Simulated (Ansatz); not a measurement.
# CH₅AlFNO: one species, many methods

Aim: compute CH₅AlFNO with functionals from several rungs and with coupled cluster. The yardstick is the atomisation energy at the CCSD(T) limit.

Program: Ansatz 0.2.0, Gaussian basis. Level of theory: functionals in def2-TZVPP, the program's frozen cores in correlated methods. These are calculated values, not measurements.

The runs, in order: LDA (SPW92), PBE-D4, revPBE-D4, BLYP-D4, r2SCAN-D4, B97M-V, PBE0-D4, B3LYP-D4, r2SCANh-D4, r2SCAN0-D4, HSE06-D4, BHLYP-D4, CAM-B3LYP-D4, LC-ωPBE, ωB97X-V, ωB97M-V, B2PLYP, PBE-QIDH; CCSD(T)/def2-SVP; CCSD(T)/def2-TZVPP; MP2/def2-QZVPP; extrapolation to the limit; RPA on PBE.

## 1. Structure used throughout

An earlier PBE0-D4 in a triple-zeta def2 set relaxation fixed the geometry.

10 atoms, charge 0, spin multiplicity 1.

Atoms are counted from 1 here; the program's logs count them from 0.

Bond lengths: N1–C2 1.321 Å, N1–H6 1.004 Å, N1–H7 1.008 Å, C2–O4 1.236 Å, C2–H8 1.095 Å, F3–Al5 1.694 Å, O4–Al5 1.933 Å, Al5–H9 1.591 Å, Al5–H10 1.591 Å. Angles: C2–N1–H6 120.7°, C2–N1–H7 119.9°, H6–N1–H7 119.4°, N1–C2–O4 122.2°, N1–C2–H8 117.1°, O4–C2–H8 120.7°, C2–O4–Al5 121.5°, F3–Al5–O4 95.1°, F3–Al5–H9 114.1°, F3–Al5–H10 114.1°, O4–Al5–H9 103.3°, O4–Al5–H10 103.3°, H9–Al5–H10 121.6°.

## 2. LDA

This LDA is Slater exchange with PW92 correlation.

Contents of in.yaml:

```yaml
crystal:
  periodic: [false, false, false]
  atoms:
    - {symbol: N, position_ang: [-0.310669, -0.980469, 1.831056]}
    - {symbol: C, position_ang: [-0.132426, -0.587796, 0.582164]}
    - {symbol: F, position_ang: [0.163892, -0.410780, -2.197831]}
    - {symbol: O, position_ang: [0.067121, 0.595452, 0.285676]}
    - {symbol: Al, position_ang: [0.325204, 1.145665, -1.549198]}
    - {symbol: H, position_ang: [-0.471231, -1.948096, 2.047078]}
    - {symbol: H, position_ang: [-0.285996, -0.304764, 2.578649]}
    - {symbol: H, position_ang: [-0.168130, -1.359220, -0.193679]}
    - {symbol: H, position_ang: [-0.920352, 2.096693, -1.823747]}
    - {symbol: H, position_ang: [1.815686, 1.702114, -1.557267]}
basis:
  gaussian: {orbitals: def2-TZVPP}
hamiltonian: {xc: lda}
output: {orbitals: {seedname: orbitals}}
```

After this run come: PBE-D4 (GGA); revPBE-D4 (GGA); BLYP-D4 (GGA); r2SCAN-D4 (meta-GGA); B97M-V (meta-GGA); PBE0-D4 (hybrid); B3LYP-D4 (hybrid); r2SCANh-D4 (hybrid); r2SCAN0-D4 (hybrid); HSE06-D4 (hybrid); BHLYP-D4 (hybrid); CAM-B3LYP-D4 (range-separated); LC-ωPBE (range-separated); ωB97X-V (range-separated); ωB97M-V (range-separated); B2PLYP (double hybrid); PBE-QIDH (double hybrid); CCSD(T) in def2-SVP; CCSD(T) in def2-TZVPP; MP2 in def2-QZVPP; RPA on PBE orbitals.

Q: Predict the results of all the runs planned. Wanted: atomisation energy, CCSD(T)/CBS; farthest beyond LDA; mean size of error, GGA; mean size of error, meta-GGA; mean size of error, hybrid; mean size of error, range-separated; mean size of error, double hybrid; gap, smallest and largest; T1 diagnostic.

**Answer**, as computed:

```
                               quantity                                                            value
        atomisation energy, CCSD(T)/CBS                                                        38.462 eV
    functionals within 0.192 eV (0.5 %)  BLYP-D4, r2SCAN-D4, B97M-V, B3LYP-D4, LC-ωPBE, ωB97X-V, ωB97M-V
                    farthest beyond LDA                                             BHLYP-D4 (-1.466 eV)
                mean size of error, GGA                                                         0.415 eV
           mean size of error, meta-GGA                                                         0.093 eV
             mean size of error, hybrid                                                         0.569 eV
    mean size of error, range-separated                                                         0.139 eV
      mean size of error, double hybrid                                                         0.516 eV
              gap, smallest and largest                        3.28 eV (LDA (SPW92)), 11.10 eV (LC-ωPBE)
                          T1 diagnostic                                                           0.0144
triples share of the correlation energy                                                            3.4 %
```

The LDA atomisation energy is off by 5.745 eV (15 %): it overbinds. PBE-D4 misses by +0.686 eV. Double hybrids carry the basis error of their MP2 part in triple zeta, and no dispersion term here, so their miss is partly the set-up's. The rungs meta-GGA, range-separated miss on average by less than the doubt on the reference (0.192 eV), so they tie. The reference freezes the cores and leaves out relativity and excitations past (T), so misses under about 0.192 eV can't be ranked. Hartree-Fock recovers 71 % of the binding; the rest is correlation. CCSD(T) in def2-SVP is off by -2.161 eV, which most functionals beat. Orbital gaps span 3.3 to 11.1 eV; exact exchange widens them.
